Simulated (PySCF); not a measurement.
# LiZn: basis, grid and Hamiltonian

Which parts of the numerical set-up matter for LiZn? Each run edits the base script.

Method: method and basis as typed in the scripts; program: PySCF 2.14.0.

9 further runs of the same task are left out: 9 that didn't finish.

## 1. Starting geometry

LiZn: 2 atoms, charge 0, spin multiplicity 2.

Bond lengths: Li1–Zn2 2.228 Å.

## 2. Base script

input.py

```python
from pyscf import gto, scf

mol = gto.M(
    atom='Li 0 0 0; Zn 0 0 2.228',
    basis='sto-3g',
    charge=0,
    spin=1,
    symmetry=True,
    verbose=4,
)
mf = scf.UHF(mol)
mf.kernel()
mf.dip_moment()
print('orbital energies (hartree):', [e[max(0, n-3):n+3].round(4) for e, n in zip(mf.mo_energy, mol.nelec)])
```

Started as:

```bash
> OMP_NUM_THREADS=1 python input.py
```

Its log is not repeated here.

It gives: E(SCF) = -1764.363814 Eh, ⟨S²⟩ = 0.801, μ = 0.42 D.

The bond length is a typed value, not an optimised one.

## 3. Def2-svpd

Run 1 changes basis set: sto-3g → def2-svpd.

input.py

```python
from pyscf import gto, scf

mol = gto.M(
    atom='Li 0 0 0; Zn 0 0 2.228',
    basis='def2-svpd',
    charge=0,
    spin=1,
    symmetry=True,
    verbose=4,
)
mf = scf.UHF(mol)
mf.kernel()
mf.dip_moment()
print('orbital energies (hartree):', [e[max(0, n-3):n+3].round(4) for e, n in zip(mf.mo_energy, mol.nelec)])
```

Started as:

```bash
> OMP_NUM_THREADS=1 python input.py
```

## 4. Ano-rcc-vdzp (X2C on)

Run 2 changes basis set: sto-3g → ano-rcc-vdzp; spin-free X2C: off → on.

Edit input.py of step 2 so:

```diff
@@ -4,3 +4,3 @@
     atom='Li 0 0 0; Zn 0 0 2.228',
-    basis='sto-3g',
+    basis='ano-rcc-vdzp',
     charge=0,
@@ -11,2 +11,3 @@
 mf = scf.UHF(mol)
+mf = mf.sfx2c1e()
 mf.kernel()
```

**Question.** What will these runs give? Wanted: for each run, E(SCF); from base; gap, α spin; SCF dipole.

**Answer**, as computed:

```csv
run,E(SCF) (hartree),from base (eV),cycles,"gap, α spin (eV)",SCF dipole (D),functions
base,-1764.363814,0,25,7.49,0.42,23
def2-svpd,-1784.961252,-560.4848,14,4.84,0.91,46
ano-rcc-vdzp (X2C on),-1801.680450,not comparable,12,5.16,1.36,48
```

In words: def2-svpd (46 functions) gives an energy 560.48 eV lower than sto-3g (23). The dearest run is “ano-rcc-vdzp (X2C on)”, at 5.3 s against 0.8 s.
